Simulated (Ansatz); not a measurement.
Runs of Ansatz 0.2.0 on CaCuH2. The structure is trigonal, space group R-3m (No. 166). Conventional cell: a = 3.890 Å, b = 3.890 Å, c = 13.072 Å, α = 90.00°, β = 90.00°, γ = 120.00°. Ca (site symmetry -3m) is surrounded by 6 H at 2.33 Å. Cu (site symmetry -3m) is surrounded by 2 H at 1.54 Å. Around H (site symmetry 3m) lie 1 Cu at 1.54 Å. The cell was built by a generator and needn't be a form met in nature.

| task | level | cell | gap on the mesh (eV) | pressure (GPa) | relaxed volume (Å³/atom) |
| --- | --- | --- | --- | --- | --- |
| relaxation of the atoms | PBE | atoms relaxed | none | 0.0 | - |
| relaxation of cell and atoms | PBE+D4 | relaxed | none | 0.0 | (a) |
| relaxation of cell and atoms | PBE | relaxed | none | 0.0 | 14.27 |
| relaxation of cell and atoms | PBE+D3(BJ) | relaxed | none | 0.0 | 13.49 |

Alike in all rows: potentials or basis Ansatz PAW; no spin polarisation; k mesh 6 × 6 × 6; cutoff (eV) 420; smearing fermi-dirac 0.05 eV.

Q: Fill in the values left out.

A: (a) 13.77.

Caveats: the plane-wave basis is chosen anew once the cell has moved, so the energies of steps on either side of that aren't comparable (some runs); pairwise dispersion overbinds metals, which lowers pressure and volume (some runs); the thresholds are loose for stress (some runs).

A gap of «none» marks a metal or a gap under the smearing width.
